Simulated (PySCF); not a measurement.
# C₆H₁₁OP: circular dichroism and optical rotation, excited states

What do calculations give for the circular dichroism and optical rotation, excited states of C₆H₁₁OP (`C=C[C@@H]1CCC[P@H]1=O`)?

Computed with PySCF 2.14.0 and routines of our own; the level stands in each step. Atoms count from 0.

## (1) The system as given

19 atoms, charge 0, multiplicity 1; geometry from: GFN2-xTB.

## (2) Circular dichroism and optical rotation: TDDFT wB97X-D/def2-SVPD

The job: settings as JSON, then the geometry in Å.

```
{"job": {"kind": "ecd", "xc": "wB97X-D", "basis": "def2-SVPD", "nstates": 16}, "charge": 0, "multiplicity": 1}
C     -2.693866     0.782706    -0.504653
C     -1.976408    -0.318505    -0.398848
C     -0.508471    -0.378207    -0.664781
C      0.278044    -1.231400     0.331423
C      1.757896    -0.949379     0.076364
C      1.945652     0.570595     0.049420
P      0.353856     1.247654    -0.590850
O      0.419846     2.063112    -1.805235
H     -2.239911     1.716555    -0.801589
H     -3.754372     0.795609    -0.319209
H     -2.434820    -1.258543    -0.115725
H     -0.338162    -0.759652    -1.683382
H      0.050596    -2.292672     0.218684
H      0.015359    -0.929191     1.347974
H      2.036055    -1.370019    -0.892498
H      2.385902    -1.413559     0.838107
H      2.760854     0.878338    -0.606450
H      2.141163     0.961035     1.049165
H     -0.209015     1.894772     0.510113
```

Level: TDDFT wB97X-D/def2-SVPD circular dichroism and optical rotation, one conformer, gas phase.

On the command line:

```bash
$ OMP_NUM_THREADS=1 python excited_run.py task.json out
```

One launch serves the whole session: the jobs run in the order shown.

The log of the run:

```text
coarse grid: 16048 points
cycle   1  E = -651.1334767860  dE =  1.584e+00  |g| = 9.034e-01  |ddm| = 7.231e+00
cycle   2  E = -650.8894272004  dE =  2.440e-01  |g| = 1.469e+00  |ddm| = 2.575e+00
cycle   3  E = -651.3106360568  dE = -4.212e-01  |g| = 7.839e-02  |ddm| = 1.579e+00
cycle   4  E = -651.3120121457  dE = -1.376e-03  |g| = 3.949e-02  |ddm| = 2.668e-01
cycle   5  E = -651.3124239475  dE = -4.118e-04  |g| = 4.931e-03  |ddm| = 1.186e-01
cycle   6  E = -651.3124322502  dE = -8.303e-06  |g| = 2.398e-03  |ddm| = 2.615e-02
final grid: 149480 points
cycle   7  E = -651.4076904424  dE = -1.171e-04  |g| = 5.166e-03  |ddm| = 2.198e-01
cycle   8  E = -651.4076922877  dE = -1.845e-06  |g| = 5.294e-03  |ddm| = 3.031e-02
cycle   9  E = -651.4076983726  dE = -6.085e-06  |g| = 1.047e-03  |ddm| = 1.024e-02
cycle  10  E = -651.4076985682  dE = -1.956e-07  |g| = 4.677e-04  |ddm| = 2.690e-03
cycle  11  E = -651.4076986208  dE = -5.260e-08  |g| = 8.340e-05  |ddm| = 1.363e-03
cycle  12  E = -651.4076986228  dE = -2.049e-09  |g| = 2.661e-05  |ddm| = 3.184e-04
cycle  13  E = -651.4076986231  dE = -2.872e-10  |g| = 1.079e-05  |ddm| = 1.510e-04
converged SCF energy = -651.4076986231

Singlet excitations and rotatory strengths (1e-40 esu^2 cm^2)
state   eV       nm     f(len)   f(vel)    R(len)    R(vel)   main configurations
  1   6.9544   178.3  0.01645  0.01605   -26.651   -23.916   H->L 0.59, H->L+1 0.12
  2   7.1177   174.2  0.01888  0.01492    18.212    18.089   H->L+2 0.24, H->L+1 0.23, H->L 0.20
  3   7.2689   170.6  0.00133  0.00151    24.091    19.171   H-1->L+2 0.32, H-1->L+1 0.20, H-1->L 0.09
  4   7.4593   166.2  0.19027  0.18443   -17.318   -11.461   H-1->L 0.59, H-2->L 0.15
  5   7.5436   164.4  0.00269  0.00324    -4.084    -4.326   H->L+2 0.45, H->L+1 0.30
  6   7.7371   160.2  0.07569  0.07416    33.222    30.247   H-2->L 0.62, H-1->L 0.08
  7   7.7606   159.8  0.04435  0.05251   -22.333   -17.878   H-2->L+3 0.19, H->L+3 0.15, H-2->L+1 0.13
  8   7.9582   155.8  0.07174  0.07464   -16.482   -17.801   H-1->L+2 0.33, H-2->L+1 0.17, H-1->L+1 0.17
  9   8.1284   152.5  0.02359  0.02656   -24.043   -28.644   H-2->L+2 0.17, H->L+3 0.13, H-2->L+4 0.11
 10   8.1398   152.3  0.01302  0.01436   -14.187   -16.032   H->L+4 0.24, H-2->L+1 0.13, H-2->L+2 0.10
 11   8.2083   151.0  0.01492  0.01605    21.514    24.294   H->L+4 0.18, H-1->L+8 0.16, H-1->L+4 0.12
 12   8.3630   148.3  0.00567  0.00576    43.018    43.389   H-3->L 0.53, H-4->L 0.14, H-6->L 0.11
 13   8.4143   147.3  0.02475  0.02513     4.441     4.570   H->L+5 0.23, H-2->L+1 0.11, H->L+3 0.10
 14   8.4561   146.6  0.01977  0.02066    26.769    27.497   H-2->L+2 0.28, H->L+3 0.10
 15   8.6376   143.5  0.04669  0.04793   -35.636   -36.905   H->L+3 0.20, H-1->L+4 0.13, H-1->L+5 0.10
 16   8.6579   143.2  0.03707  0.03769    27.382    26.513   H-1->L+3 0.28, H-1->L+4 0.16, H-2->L+4 0.10

Specific rotation (deg / (dm g/mL))
    nm     length   length(OI)   velocity    alpha(len)  alpha(vel)
  633.0      50.08      50.11      57.15       93.427     93.296
  589.3      58.56      58.59      66.84       93.748     93.617
  546.0      69.35      69.40      79.18       94.149     94.021
  436.0     116.21     116.40     132.94       95.821     95.698
  405.0     138.67     138.96     158.81       96.585     96.466
  365.0     179.36     179.86     205.87       97.923     97.808
  355.0     192.47     193.05     221.09       98.342     98.230
```

It took 2.4 min on 1 thread of Arm Neoverse V1, shared host; peak memory 1.2 GiB.

## (3) Excited states: TDA BHandHLYP/def2-SVP

The job, as its differences from that of step 2:

```diff
@@ -1,2 +1,2 @@
-{"job": {"kind": "ecd", "xc": "wB97X-D", "basis": "def2-SVPD", "nstates": 16}, "charge": 0, "multiplicity": 1}
+{"job": {"kind": "states", "xc": "BHandHLYP", "basis": "def2-SVP", "tda": true, "soc": true, "nstates": 8, "ntriplets": 4, "nquad": 4}, "charge": 0, "multiplicity": 1}
 C     -2.693866     0.782706    -0.504653
```

Method: TDA BHandHLYP/def2-SVP excited states, vertical, gas phase, spin-orbit mean-field couplings.

The log of the run:

```text
coarse grid: 16048 points
cycle   1  E = -651.0531263345  dE =  1.531e+00  |g| = 8.736e-01  |ddm| = 4.519e+00
cycle   2  E = -650.8444223487  dE =  2.087e-01  |g| = 1.361e+00  |ddm| = 3.363e+00
cycle   3  E = -651.2193996372  dE = -3.750e-01  |g| = 9.877e-02  |ddm| = 2.342e+00
cycle   4  E = -651.2213076697  dE = -1.908e-03  |g| = 5.020e-02  |ddm| = 1.754e-01
cycle   5  E = -651.2219697221  dE = -6.621e-04  |g| = 5.602e-03  |ddm| = 5.791e-02
cycle   6  E = -651.2219768245  dE = -7.102e-06  |g| = 2.706e-03  |ddm| = 9.242e-03
final grid: 149480 points
cycle   7  E = -651.2904197932  dE = -2.209e-05  |g| = 4.081e-03  |ddm| = 2.782e-02
cycle   8  E = -651.2904185959  dE =  1.197e-06  |g| = 4.688e-03  |ddm| = 9.729e-03
cycle   9  E = -651.2904242938  dE = -5.698e-06  |g| = 4.563e-04  |ddm| = 5.356e-03
cycle  10  E = -651.2904243348  dE = -4.100e-08  |g| = 1.837e-04  |ddm| = 6.948e-04
cycle  11  E = -651.2904243415  dE = -6.675e-09  |g| = 5.365e-05  |ddm| = 3.001e-04
cycle  12  E = -651.2904243421  dE = -6.594e-10  |g| = 9.713e-06  |ddm| = 6.393e-05
converged SCF energy = -651.2904243421

Singlet excitations
state   eV       nm        f     d(h-e)  d(exc)  Lambda  PR(NTO)  |dmu|/D   mu/D   main configurations
  1   7.5627   163.9   0.02081   1.990   3.339   0.548   1.034    6.815    7.257   H->L 0.65, H-1->L 0.22
  2   7.6923   161.2   0.00463   0.958   2.991   0.411   1.059    2.513    1.966   H->L+1 0.36, H->L+2 0.18, H->L+4 0.08
  3   7.9544   155.9   0.00101   1.096   2.808   0.408   1.047    2.763    1.776   H-2->L+2 0.20, H-1->L+1 0.15, H-1->L+2 0.15
  4   8.0060   154.9   0.00608   1.437   3.237   0.395   1.064    4.464    3.182   H->L+2 0.51, H->L+1 0.24, H-1->L+2 0.09
  5   8.1440   152.2   0.17259   1.587   3.238   0.569   1.091                     H-1->L 0.58, H->L 0.25
  6   8.3751   148.0   0.17667   1.259   3.130   0.512   1.459                     H-2->L 0.73
  7   8.5202   145.5   0.13104   1.353   3.319   0.424   2.328                     H-1->L+1 0.25, H-2->L+2 0.16, H->L+3 0.10
  8   8.6137   143.9   0.06646   1.005   3.142   0.416   1.509                     H-1->L+2 0.20, H->L+3 0.18, H-2->L+1 0.14

Triplet excitations (Tamm-Dancoff)
state   eV     d(h-e)  d(exc)  Lambda  PR(NTO)   main configurations
  1   4.3671   0.016   1.961   0.559   1.008   H->L 0.35, H-1->L 0.34, H-2->L 0.24
  2   7.3073   0.829   2.763   0.402   1.051   H->L+1 0.27, H->L+2 0.22, H->L+4 0.12
  3   7.4358   1.738   3.214   0.544   1.093   H->L 0.42, H-1->L 0.38
  4   7.5021   1.026   2.659   0.408   1.046   H-2->L+1 0.21, H-1->L+1 0.17, H-2->L+4 0.11
S1 - T1 = 3.1956 eV

Spin-orbit couplings |<S|Hso|T>| (cm-1)
             T1       T2       T3       T4
S0        0.674   15.070    6.173   20.836
S1        1.611    3.535    2.030   10.156
S2        0.727    0.472    6.038   38.488
S3        0.813   41.503    2.903    6.685
S4        1.300   16.198   11.123    5.603
S5        2.131    3.584   24.950    9.361
S6        1.430    4.931   21.529    5.037
S7        0.992    8.088    7.097   11.873
S8        1.922    4.702    2.063    4.824
T1 sublevels (cm-1): 0.000 0.000 0.000   radiative rates (1/s): 0.0427 0.0527 0.0186
```

It took 30 s on 1 thread of Arm Neoverse V1, shared host; peak memory 0.8 GiB.

From this job:

| quantity | value |
| --- | --- |
| S1 less T1 | 3.20 eV |

## (4) Results

| quantity | value |
| --- | --- |
| state of largest rotatory strength (velocity form) among 16 (step 2, TDDFT wB97X-D/def2-SVPD) | 8.36 eV, R = +43.4 (velocity), +43.0 (length) ·10⁻⁴⁰ esu² cm² |
| specific rotation at 633.0 nm (step 2, TDDFT wB97X-D/def2-SVPD) | 57.1 (velocity), 50.1 (length) |
| S1 less T1 (step 3, TDA BHandHLYP/def2-SVP) | 3.20 eV |

What this shows: Rotations belong to one conformer. The length form depends on the origin in a finite basis. In step 3, the number of triplets below S1 is at least 4, and the largest singlet-triplet spin-orbit coupling is S3–T2, 41.50 cm⁻¹.
